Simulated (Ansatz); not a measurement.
Working through a breakdown of dispersion, smearing and cutoff terms of MgAu, space group Pm-3m

Program: Ansatz's Python interface.

Contents of `mgau.cif`:
```cif
data_MgAu
_cell_length_a 3.259000
_cell_length_b 3.259000
_cell_length_c 3.259000
_cell_angle_alpha 90.00000
_cell_angle_beta 90.00000
_cell_angle_gamma 90.00000
_symmetry_space_group_name_H-M 'P 1'
_symmetry_Int_Tables_number 1
loop_
_symmetry_equiv_pos_as_xyz
'x, y, z'
loop_
_atom_site_label
_atom_site_type_symbol
_atom_site_fract_x
_atom_site_fract_y
_atom_site_fract_z
Mg1 Mg    0.500000    0.500000    0.500000
Au2 Au    0.000000    0.000000    0.000000
```

Interactive session:
```pycon
>>> import ansatz as az
>>> from ase.io import read
>>> atoms = read("mgau.cif")
>>> cell = az.Crystal.from_ase(atoms)
>>> [site.symbol for site in cell.resolved().sites]
['Mg', 'Au']
>>> calc = (
...     cell.calculation()
...     .kpoints(8, 8, 8, center="gamma")
...     .occupations("Fermi-Dirac", width=0.1)
... )
>>> with_term = calc.functional("pbesol", dispersion="d3bj").basis(340).cutoff_correction(590).run(threads=1, backend="cpu").report
DeckWarning: basis.ecutwfc = 340 eV is below the records' recommended 420 eV, and the density's cutoff is lower with it unless basis.ecutrho_ratio is high enough to keep the records' density cutoff: compare with a run at a higher cutoff
>>> without = calc.functional("pbesol").basis(340).run(threads=1, backend="cpu").report
>>> finer = calc.functional("pbesol").basis(590).run(threads=1, backend="cpu").report
>>> removed = az.free_energy_without(with_term, az.EnergyTerm.DISPERSION)
>>> print(f"dispersion term            {with_term['components']['e_disp']:.5f} eV")
dispersion term            -0.94012 eV
>>> print(f"F less dispersion          {removed:.5f} eV, run without it {without['free_energy_ev']:.5f} eV")
F less dispersion          -14920.33375 eV, run without it -14920.33375 eV
>>> print(f"F less smearing term       {az.free_energy_without(without, az.EnergyTerm.SMEARING):.5f} eV")
F less smearing term       -14920.30811 eV
>>> print(f"estimated gain to 590 eV   {with_term['cutoff_correction']['energy_ev']:.5f} eV, found {finer['free_energy_ev'] - without['free_energy_ev']:.5f} eV")
estimated gain to 590 eV   -0.01493 eV, found -0.01475 eV
```

Absolute energies stand on the zero of these potentials, so only differences at equal settings mean something. A total without «per atom» is that of the whole cell that was run. The cutoff lies under the one recommended for these potentials in some of the runs. Dispersion corrections can be off by several per cent in the lattices of metals, and by several GPa in the pressure at a fixed cell. For a metal this k-point mesh is coarse: on a finer one energies can move by several to tens of meV an atom and pressures by half a GPa or more, differences at one mesh by less. Spin-orbit coupling, which matters for elements this heavy, is left out. The starting cell is as deposited in a crystallographic database; the results hold for this polymorph, which needn't be the stable one. Warnings are shown shortened and without file and line. Wall time of the script: 3.8 s on 1 thread of Arm Neoverse V2, with other jobs on the host, peak memory 0.42 GiB.
